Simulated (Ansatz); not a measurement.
# BGeH₄NO: one species, many methods

The task here is to estimate one member of a computed series from the others.

Computed with Ansatz 0.2.0, Gaussian basis. Level: functionals in def2-TZVPP, the program's frozen cores in correlated methods.

Levels to be run: LDA (SPW92), PBE-D4, revPBE-D4, BLYP-D4, r2SCAN-D4, B97M-V, PBE0-D4, B3LYP-D4, r2SCANh-D4, r2SCAN0-D4, HSE06-D4, BHLYP-D4, CAM-B3LYP-D4, LC-ωPBE, ωB97X-V, ωB97M-V, B2PLYP, PBE-QIDH; CCSD(T)/def2-SVP; CCSD(T)/def2-TZVPP; MP2/def2-QZVPP; extrapolation to the limit; RPA on PBE.

## Structure used throughout

An earlier PBE0-D4 in a triple-zeta def2 set relaxation fixed the geometry.

SMILES `[NH2][GeH]1[BH][O]1`, 8 atoms, charge 0, spin multiplicity 1.

Atoms are counted from 1 here; the program's logs count them from 0.

Bond lengths: N1–Ge2 1.806 Å, N1–H5 1.007 Å, N1–H6 1.006 Å, Ge2–B3 2.049 Å, Ge2–O4 2.110 Å, Ge2–H7 1.539 Å, B3–O4 1.280 Å, B3–H8 1.192 Å. Angles: Ge2–N1–H5 120.4°, Ge2–N1–H6 119.9°, H5–N1–H6 112.2°, N1–Ge2–B3 122.3°, N1–Ge2–O4 110.2°, N1–Ge2–H7 104.2°, B3–Ge2–O4 35.8°, B3–Ge2–H7 121.1°, O4–Ge2–H7 98.3°, Ge2–B3–O4 74.7°, Ge2–B3–H8 143.9°, O4–B3–H8 141.4°, Ge2–O4–B3 69.5°.

Coordinates:

```
N    -0.71243    1.44755   -0.12655
Ge    0.60911    0.28920    0.29033
B     0.27597   -1.71986    0.51239
O     0.34148   -1.52602   -0.75080
H    -0.69380    1.95072   -0.99887
H    -1.65104    1.27238    0.19129
H     1.82979    0.81201   -0.48690
H     0.09301   -2.58307    1.31331
```

The first run:

Input file in.yaml:

```yaml
crystal:
  periodic: [false, false, false]
  atoms:
    - {symbol: N, position_ang: [-0.712427, 1.447550, -0.126547]}
    - {symbol: Ge, position_ang: [0.609109, 0.289196, 0.290328]}
    - {symbol: B, position_ang: [0.275968, -1.719857, 0.512390]}
    - {symbol: O, position_ang: [0.341481, -1.526025, -0.750802]}
    - {symbol: H, position_ang: [-0.693803, 1.950717, -0.998872]}
    - {symbol: H, position_ang: [-1.651037, 1.272381, 0.191292]}
    - {symbol: H, position_ang: [1.829794, 0.812009, -0.486895]}
    - {symbol: H, position_ang: [0.093014, -2.583072, 1.313308]}
basis:
  gaussian: {orbitals: def2-TZVPP}
hamiltonian: {xc: lda}
output: {orbitals: {seedname: orbitals}}
```

Run with:

```sh
> ansatz run in.yaml --threads 2 --pin off --events-out ev --progress --plain --max-ram 4352MiB
```

Steps of the session up to this table: LDA; PBE-D4 (GGA); revPBE-D4 (GGA); BLYP-D4 (GGA); r2SCAN-D4 (meta-GGA); B97M-V (meta-GGA); PBE0-D4 (hybrid); B3LYP-D4 (hybrid); r2SCANh-D4 (hybrid); r2SCAN0-D4 (hybrid); HSE06-D4 (hybrid); BHLYP-D4 (hybrid); CAM-B3LYP-D4 (range-separated); LC-ωPBE (range-separated); ωB97X-V (range-separated); ωB97M-V (range-separated); B2PLYP (double hybrid); PBE-QIDH (double hybrid).

One of the session's tables, all rows but one given; the rest of the session is left out.

It belongs to the step «Frontier levels by functional». 

| functional | HOMO (eV) | gap (eV) |
| --- | --- | --- |
| LDA (SPW92) | -5.84 | 3.91 |
| PBE-D4 | -5.69 | 3.97 |
| revPBE-D4 | -5.63 | 4.00 |
| BLYP-D4 | -5.58 | 3.97 |
| r2SCAN-D4 | -5.91 | 4.37 |
| B97M-V | -5.94 | 4.39 |
| PBE0-D4 | -6.78 | 5.89 |
| B3LYP-D4 | -6.62 | 5.50 |
| r2SCANh-D4 | -6.32 | 5.08 |
| r2SCAN0-D4 | ? | ? |
| HSE06-D4 | -6.39 | 5.12 |
| BHLYP-D4 | -7.80 | 7.77 |
| CAM-B3LYP-D4 | -8.05 | 8.18 |
| LC-ωPBE | -9.26 | 10.50 |
| ωB97X-V | -8.97 | 10.12 |
| ωB97M-V | -8.87 | 9.88 |

**Question.** Estimate the row for r2SCAN0-D4.

Worked estimate for «HOMO (eV)». Against the share of exact exchange, r2SCAN-D4 (0, -5.91), r2SCANh-D4 (0.1, -6.32) give a slope of -4.10 per unit share; at 0.25 the line stands at -6.94.

The run gave: HOMO (eV): -6.94; gap (eV): 6.13. In «HOMO (eV)» the line misses by 0.00.
